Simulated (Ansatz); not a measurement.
Wanted: the native input for an Ansatz 0.2.0 run.

- Task: electric field gradients
- Functional: PBE
- Potentials or basis: Ansatz PAW
- Cutoff: 420 eV (not typed: the program's choice for these potentials)
- k mesh: 7 × 5 × 2
- Occupations: fermi-dirac, width 0.05 eV
- Spin: collinear spin, ferromagnetic start
- Starting moments: [0.0, 0.0, 0.0, 0.0, 3.0, 3.0, 3.0, 3.0, 0.0, 0.0, 0.0, 0.0, 0.0, 0.0, 0.0, 0.0, 0.0, 0.0] μB

The system is CsLiCr2Te2S3.

```
Cs Li Cr Te S
1.0
     3.67471   -0.00018   -0.00146
     0.00068    6.25849    0.00267
     0.09970    0.01509   18.87835
Cs Li Cr Te S
2 2 4 4 6
Cartesian
  0.0873 6.2463 11.5116
  1.9241 3.1114 12.0331
  1.9273 5.2275 18.6069
  3.7643 2.1113 18.5971
  3.6657 0.0061 2.5383
  1.8288 3.1327 2.5418
  0.0887 4.2020 15.6893
  1.9257 1.0600 15.7329
  0.0843 3.7384 8.7368
  1.9221 1.4273 8.5818
  1.8297 5.2398 4.3014
  3.6670 2.1091 4.3007
  3.7641 6.2706 16.9998
  1.9264 3.1716 16.9772
  3.6659 4.1699 1.3573
  1.8281 1.0434 1.3514
  1.9258 5.2728 14.4419
  0.0880 2.0646 14.4953
```

The cell was built by a generator and needn't be a form met in nature.

One way to write it, as run:

input.yaml

```yaml
crystal:
  lattice:
    - [3.67471, -0.00018, -0.00146]
    - [0.00068, 6.25849, 0.00267]
    - [0.0997, 0.01509, 18.87835]
  atoms:
    - { symbol: Cs, position: [0.00702, 0.99658, 0.60964] }
    - { symbol: Cs, position: [0.50622, 0.49563, 0.63737] }
    - { symbol: Li, position: [0.49757, 0.8329, 0.98554] }
    - { symbol: Li, position: [0.9976, 0.33501, 0.98513] }
    - { symbol: Cr, position: [0.9939, 0.00068, 0.13453], spin: 3.0 }
    - { symbol: Cr, position: [0.49393, 0.50024, 0.13461], spin: 3.0 }
    - { symbol: Cr, position: [0.00147, 0.6694, 0.83098], spin: 3.0 }
    - { symbol: Cr, position: [0.5014, 0.16737, 0.8334], spin: 3.0 }
    - { symbol: Te, position: [0.01027, 0.59621, 0.46271] }
    - { symbol: Te, position: [0.51068, 0.22697, 0.45459] }
    - { symbol: Te, position: [0.49158, 0.83669, 0.22777] }
    - { symbol: Te, position: [0.99165, 0.33648, 0.22784] }
    - { symbol: S, position: [0.99971, 0.99979, 0.90043] }
    - { symbol: S, position: [0.49974, 0.50461, 0.89926] }
    - { symbol: S, position: [0.99553, 0.66614, 0.07188] }
    - { symbol: S, position: [0.49551, 0.16656, 0.0716] }
    - { symbol: S, position: [0.50316, 0.84068, 0.76492] }
    - { symbol: S, position: [0.00305, 0.32804, 0.76778] }
hamiltonian:
  xc: pbe
  pseudopotentials: { kind: paw, frozen_core: stored }
magnetization:
  spin_polarized: true
kpoints:
  mp_grid: { grid: [7, 5, 2] }
scf:
  occupations: { method: fermi_dirac, width: 0.05 }
output:
  forces: true
  stress: true
  eigenvalues: true
  efg: {}
```

Potentials or basis: Ansatz PAW.

The run is started by

```bash
$ ansatz run input.yaml --threads 8 --pin off --max-ram 20480MiB --backend cpu --events-out ev --progress --plain --runs-dir out
```

Results of the run:

| Item | Value |
| --- | --- |
| Pressure | 0.0 GPa |
| Largest force | 0.064 eV/Å |
| Band gap on the k mesh | none (metal or under the smearing width) |
| Net moment | 11.45 μB per cell |
| Absolute moment | 13.52 μB per cell |
| Site moments | Cs +0.00, -0.00; Li -0.01; Cr +2.64, +2.63, +2.77, +2.74; Te -0.00, -0.14; S -0.05, -0.06 μB |

Caveat: only a ferromagnetic start was run, and an antiferromagnetic order may lie lower in energy.

Wall time 75 s on 8 threads of Intel(R) Xeon(R) 6975P-C (Granite Rapids), on a shared host, peak memory 4 GiB.
